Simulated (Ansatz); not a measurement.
# C2H6BNS: small, medium and large basis sets

The task here is to estimate one member of a computed series from the others.

Computed with Ansatz 0.2.0, Gaussian basis. Level: one geometry, several basis sets.

The runs, in order: PBE0-D4/def2-SVP; ωB97M-V/def2-SVP; PBE0-D4/def2-QZVPP; ωB97M-V/def2-QZVPP; the functionals' def2-TZVPP values are taken from earlier runs.

## The relaxed structure

All runs share one geometry, relaxed beforehand with PBE0-D4 in a triple-zeta def2 set.

11 atoms, charge 0, spin multiplicity 1.

Atoms are counted from 1 here; the program's logs count them from 0.

Bond lengths: N1–C2 1.329 Å, N1–H6 1.005 Å, N1–H7 1.006 Å, C2–B3 1.536 Å, C2–H8 1.086 Å, B3–C4 1.563 Å, B3–S5 1.952 Å, B3–H9 1.197 Å, C4–S5 1.816 Å, C4–H10 1.085 Å, C4–H11 1.087 Å. Angles: C2–N1–H6 122.1°, C2–N1–H7 119.3°, H6–N1–H7 116.9°, N1–C2–B3 124.9°, N1–C2–H8 114.2°, B3–C2–H8 120.9°, C2–B3–C4 110.7°, C2–B3–S5 83.3°, C2–B3–H9 122.7°, C4–B3–S5 61.0°, C4–B3–H9 126.6°, S5–B3–H9 121.3°, B3–C4–S5 70.1°, B3–C4–H10 117.0°, B3–C4–H11 122.7°, S5–C4–H10 112.5°, S5–C4–H11 113.2°, H10–C4–H11 113.3° and more.

The first run:

in.yaml reads:

```yaml
crystal:
  periodic: [false, false, false]
  atoms:
    - {symbol: N, position_ang: [-1.412914, 1.107090, 0.851281]}
    - {symbol: C, position_ang: [-0.760543, 0.100486, 0.280213]}
    - {symbol: B, position_ang: [0.765478, -0.074041, 0.286746]}
    - {symbol: C, position_ang: [1.200822, -1.168722, -0.739927]}
    - {symbol: S, position_ang: [0.585687, 0.294784, -1.621734]}
    - {symbol: H, position_ang: [-2.382869, 1.290769, 0.662822]}
    - {symbol: H, position_ang: [-0.891394, 1.835922, 1.309221]}
    - {symbol: H, position_ang: [-1.405151, -0.642173, -0.181305]}
    - {symbol: H, position_ang: [1.487877, 0.580572, 0.981482]}
    - {symbol: H, position_ang: [2.266794, -1.319139, -0.878585]}
    - {symbol: H, position_ang: [0.611813, -2.062647, -0.929416]}
basis:
  gaussian: {orbitals: def2-SVP}
hamiltonian: {xc: pbe0, dispersion: d4}
output: {orbitals: {seedname: orbitals}}
```

On the command line:

```sh
$ ansatz run in.yaml --threads 4 --pin off --events-out ev --progress --plain --max-ram 10444MiB
```

Among the steps run: PBE0-D4 in def2-SVP; ωB97M-V in def2-SVP; PBE0-D4 in def2-QZVPP; ωB97M-V in def2-QZVPP.

One table of the session follows, with a row left open; its other results are not shown here.

| functional | basis | HOMO (eV) |
| --- | --- | --- |
| PBE0-D4 | def2-SVP | -6.20 |
| PBE0-D4 | def2-TZVPP | ? |
| PBE0-D4 | def2-QZVPP | -6.37 |
| ωB97M-V | def2-SVP | -8.26 |
| ωB97M-V | def2-TZVPP | -8.42 |
| ωB97M-V | def2-QZVPP | -8.45 |

**Question.** Estimate the row for PBE0-D4, def2-TZVPP.

As computed: HOMO (eV): -6.33. In the column «HOMO (eV)» it lies between PBE0-D4, def2-QZVPP (-6.37) and PBE0-D4, def2-SVP (-6.20).
